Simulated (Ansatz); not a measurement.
**BrF2HSi: one species, many methods**

An exercise on one series of results from a longer session: the logs are not shown, and one member is left open.

Computed with Ansatz 0.2.0, Gaussian basis. Level: functionals in def2-TZVPP, the program's frozen cores in correlated methods.

Levels to be run: LDA (SPW92), PBE-D4, revPBE-D4, BLYP-D4, r2SCAN-D4, B97M-V, PBE0-D4, B3LYP-D4, r2SCANh-D4, r2SCAN0-D4, HSE06-D4, BHLYP-D4, CAM-B3LYP-D4, LC-ωPBE, ωB97X-V, ωB97M-V, B2PLYP, PBE-QIDH; CCSD(T)/def2-SVP; CCSD(T)/def2-TZVPP; MP2/def2-QZVPP; extrapolation to the limit; RPA on PBE.

### Structure used throughout

All runs share one geometry, relaxed beforehand with PBE0-D4 in a triple-zeta def2 set.

SMILES `F[SiH](F)Br`, 5 atoms, charge 0, spin multiplicity 1.

Atoms are counted from 1 here; the program's logs count them from 0.

Bond lengths: F1–Si2 1.578 Å, Si2–F3 1.578 Å, Si2–Br4 2.183 Å, Si2–H5 1.466 Å. Angles: F1–Si2–F3 107.6°, F1–Si2–Br4 109.1°, F1–Si2–H5 109.7°, F3–Si2–Br4 109.1°, F3–Si2–H5 109.7°, Br4–Si2–H5 111.6°.

Set-up of the first run:

in.yaml reads:

```yaml
crystal:
  periodic: [false, false, false]
  atoms:
    - {symbol: F, position_ang: [-0.224913, -0.396298, 1.531852]}
    - {symbol: Si, position_ang: [0.124239, 0.002515, 0.045773]}
    - {symbol: F, position_ang: [0.210226, 1.576691, -0.017216]}
    - {symbol: Br, position_ang: [-1.476803, -0.678938, -1.271908]}
    - {symbol: H, position_ang: [1.417151, -0.577670, -0.330001]}
basis:
  gaussian: {orbitals: def2-TZVPP}
hamiltonian: {xc: lda}
output: {orbitals: {seedname: orbitals}}
```

Among the steps run: LDA; PBE-D4 (GGA); revPBE-D4 (GGA); BLYP-D4 (GGA); r2SCAN-D4 (meta-GGA); B97M-V (meta-GGA); PBE0-D4 (hybrid); B3LYP-D4 (hybrid); r2SCANh-D4 (hybrid); r2SCAN0-D4 (hybrid); HSE06-D4 (hybrid); BHLYP-D4 (hybrid); CAM-B3LYP-D4 (range-separated); LC-ωPBE-D4 (range-separated; the results give it without D4); ωB97X-V (range-separated); ωB97M-V (range-separated); B2PLYP (double hybrid); PBE-QIDH (double hybrid).

One table of the session follows, with a row left open; its other results are not shown here.

It belongs to the step «Frontier levels by functional». 

```
  functional  HOMO (eV)  gap (eV)
 LDA (SPW92)      -8.08      7.18
      PBE-D4      -7.92      7.29
   revPBE-D4          ?         ?
     BLYP-D4      -7.74      7.18
   r2SCAN-D4      -8.28      8.09
      B97M-V      -8.35      8.06
     PBE0-D4      -9.25      9.58
    B3LYP-D4      -8.97      9.01
  r2SCANh-D4      -8.76      8.89
  r2SCAN0-D4      -9.48     10.09
    HSE06-D4      -8.85      8.80
    BHLYP-D4     -10.40     11.70
CAM-B3LYP-D4     -10.58     11.96
     LC-ωPBE     -12.00     14.66
     ωB97X-V     -11.63     14.16
     ωB97M-V     -11.48     13.72
```

**Question.** Estimate the row for revPBE-D4.

**Answer.** HOMO (eV): -7.86; gap (eV): 7.34. In the column «HOMO (eV)» it lies between PBE-D4 (-7.92) and BLYP-D4 (-7.74).
